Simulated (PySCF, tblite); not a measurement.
**C7H7ClN radical: geometry, infrared bands and EPR parameters**

Aim: predict the infrared bands and EPR parameters of C7H7ClN radical (`C=C/C=C/[C@@H](C#N)[CH]Cl`).

The runs use tblite 0.8.0 and PySCF 2.14.0, with density-fitted response routines of our own; the level of theory stands in each step. All values are computed, except where a source is named. Atoms are numbered from 0 throughout.

### Step 1. The starting structure

16 atoms, charge 0, multiplicity 2; geometry from: force field or distance geometry start.

Bonds of the start (Å): C0–C1 1.33, C1–C2 1.45, C2–C3 1.34, C3–C4 1.51, C4–C5 1.48, C5–N6 1.17, C4–C7 1.49, C7–Cl8 1.72, C0–H9 1.10, C0–H10 1.08, C1–H11 1.09, C2–H12 1.08, C3–H13 1.09, C4–H14 1.10, C7–H15 1.09.

### Step 2. Optimising the geometry with GFN2-xTB

What the job is given:

```
{"job": {"kind": "relax", "xc": "GFN2-xTB", "basis": "xTB"}, "charge": 0, "multiplicity": 2}
C     -2.894600    -1.324000    -1.003400
C     -2.113900    -0.555500    -0.250800
C     -0.700000    -0.360600    -0.523400
C      0.086000     0.411600     0.233700
C      1.553000     0.636400    -0.027100
C      1.817100     2.089700    -0.106800
N      2.036700     3.234600    -0.151000
C      2.399600     0.041900     1.044700
Cl     3.196100    -1.454700     0.771600
H     -3.956300    -1.447000    -0.746200
H     -2.544100    -1.837900    -1.888500
H     -2.535800    -0.072200     0.635000
H     -0.310100    -0.853200    -1.397100
H     -0.323600     0.894600     1.119600
H      1.821600     0.209000    -1.001900
H      2.460900     0.396300     2.071000
```

On the command line:

```bash
OMP_NUM_THREADS=1 python probes_run.py task.json out
```

The driver reads the jobs from task.json and runs them one after another.

**Question.** This job is followed by: GFN2-xTB harmonic vibrations, gas phase; UKS B3LYP, pcH-1 on C Cl H N, non-relativistic, mean-field spin-orbit, GIAO. Predict these results of the whole session: strongest single infrared mode (GFN2-xTB); zero-point energy (GFN2-xTB); g(iso) (B3LYP); ⟨S²⟩; largest a(iso); potential on the surface of density 0.002 e/bohr³, 1st and 99th percentile.

**Answer**, as computed:

```
                                                                  quantity                  value
                                 strongest single infrared mode (GFN2-xTB)  2410 cm⁻¹, 250 km/mol
                                              zero-point energy (GFN2-xTB)          71.7 kcal/mol
                                                            g(iso) (B3LYP)                2.00578
                                                                      ⟨S²⟩     0.757 (exact 0.75)
                                                            largest a(iso)   13C on C7, 133.5 MHz
potential on the surface of density 0.002 e/bohr³, 1st and 99th percentile     -1.69 V and 1.42 V
```

Relaxing lowered the energy by 0.111 eV in 116 steps; the close pair that moved most is C4–C5, from 1.479 to 1.447 Å. No mode is imaginary among the 42: a minimum at this level. The strongest single mode, at 2410 cm⁻¹, moves mainly C5 and N6. Unscaled tight-binding wavenumbers are off by several per cent, some by more. Its intensities can rank the bands wrongly. Most of the unpaired spin sits on C7 (0.90 e). The isotropic g lies 3.5 ppt above the free-electron value. These values are for one conformer; the search (at its own cheap level) found 2 more, at 0.41, 0.85 kcal/mol, and measured spectra average over such forms.
